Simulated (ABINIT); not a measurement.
The system is Mg3Te.

```xyz
4
Lattice="-2.1394 2.1394 5.2825 2.1394 -2.1394 5.2825 2.1394 2.1394 -5.2825" Properties=species:S:1:pos:R:3 pbc="T T T"
Te    0.0000    0.0000    0.0000
Mg    2.1394    0.0000    2.6412
Mg    0.0000    2.1394    2.6412
Mg    0.0000    0.0000    5.2825
```

The cell comes from a database or a generator and needn't be the stable form of this composition.

* Program: ABINIT 10.8.3 (patched build)
* Task: single point
* Functional: PBEsol
* Potentials or basis: JTH PAW PBE v2.0
* Cutoff: 517 eV
* k mesh: 9 × 9 × 9
* Occupations: fermi-dirac, width 0.05 eV
* Spin: no spin polarisation

On this cell: pressure -1.3 GPa; largest force under 0.003 eV/Å; band gap on the k mesh none (metal or under the smearing width).

The same run follows on a disturbed copy (atoms moved at random, drawn with an rms of 0.05 Å):

```
CELL_PARAMETERS angstrom
-2.13936 2.13936 5.28249
2.13936 -2.13936 5.28249
2.13936 2.13936 -5.28249
ATOMIC_POSITIONS crystal
Te 0.00413 0.99907 0.00223
Mg 0.24899 0.75892 0.50304
Mg 0.75360 0.24635 0.49841
Mg 0.49116 0.51464 0.00388
```

**Question.** What changes?

**Answer.** The energy (extrapolated to zero smearing) moves by +3.0 meV/atom; pressure -1.2 GPa; largest force 0.208 eV/Å; band gap on the k mesh none (metal or under the smearing width).

Forces in eV/Å, atoms in the order of the input:
```
Te   0.126 -0.111  0.016
Mg  -0.093  0.048 -0.023
Mg   0.125 -0.072 -0.007
Mg  -0.158  0.135  0.014
```

Stress tensor (GPa, compression positive):
```
-1.09 -0.11 -0.05
-0.11 -1.15 -0.03
-0.05 -0.03 -1.47
```

Caveats: the PAW data sets were made with another functional, which shifts forces and pressure a little.
